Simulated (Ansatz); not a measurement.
**Sn: the order of phases at one pressure**

Aim: bring Sn in several structures (bcc, hcp, beta tin, omega, sc) to one pressure and rank them by enthalpy. The pressure is set by scaling the first phase. The runs shown use PAW.

Program: Ansatz 0.2.0. Level of theory: DFT, LDA, PAW with Ansatz's default frozen-core files, scalar-relativistic. These are calculated values, not measurements.

## (1) Starting point

Symmetry: Im-3m, No. 229, cubic system. The conventional cell has a = 3.826 Å, b = 3.826 Å, c = 3.826 Å, α = 90.00°, β = 90.00°, γ = 90.00°. Sn (site symmetry m-3m) has 8 Sn at 3.31 Å in its first shell of neighbours.

Structure file:

```cif
data_structure
_symmetry_space_group_name_H-M 'P 1'
_symmetry_Int_Tables_number 1
_cell_length_a 3.3133
_cell_length_b 3.3133
_cell_length_c 3.3133
_cell_angle_alpha 109.471
_cell_angle_beta 109.471
_cell_angle_gamma 109.471
_cell_volume 28.00
loop_
_atom_site_label
_atom_site_type_symbol
_atom_site_fract_x
_atom_site_fract_y
_atom_site_fract_z
_atom_site_occupancy
Sn1 Sn 0.00000 0.00000 0.00000 1
```

## (2) Cell relaxed at zero pressure, PAW

Input file input.yaml:

```yaml
crystal:
  lattice:
    - [-1.9129311828, 1.9129311828, 1.9129311828]
    - [1.9129311828, -1.9129311828, 1.9129311828]
    - [1.9129311828, 1.9129311828, -1.9129311828]
  atoms:
    - { symbol: Sn, position: [0.0, 0.0, 0.0] }
kpoints:
  mp_grid: { grid: [16, 16, 16] }
scf:
  occupations: { method: fermi_dirac, width: 0.08 }
hamiltonian:
  xc: lda
  pseudopotentials: { kind: paw }
output:
  forces: true
  stress: true
relax:
  f_tol: 0.005
  max_steps: 40
  cell: {}
```

On the command line:

```console
$ ansatz run input.yaml --threads 1 --pin off --max-ram 3584MiB --backend cpu --events-out ev --progress --plain --runs-dir out
```

After this run come: Volume scaled by 0.692, to set the pressure, PAW; Bcc relaxed under pressure, PAW; Hcp relaxed under pressure, PAW; Beta tin relaxed under pressure, PAW; Omega relaxed under pressure, PAW; Sc relaxed under pressure, PAW.

Before running it: what results should come out? Wanted: pressure; lowest.

The runs gave:

```
    quantity                        value
    pressure                       52 GPa
lowest (PAW)  bcc, 7.9 meV/atom under hcp
```

In words: By PAW the order is bcc < hcp < omega < beta tin < sc. Only these structures were tried, with electrons smeared by 0.08 eV and without vibrations, so the true ground state may be another. The k meshes differ between phases and weren't tested, which can move differences by some meV.
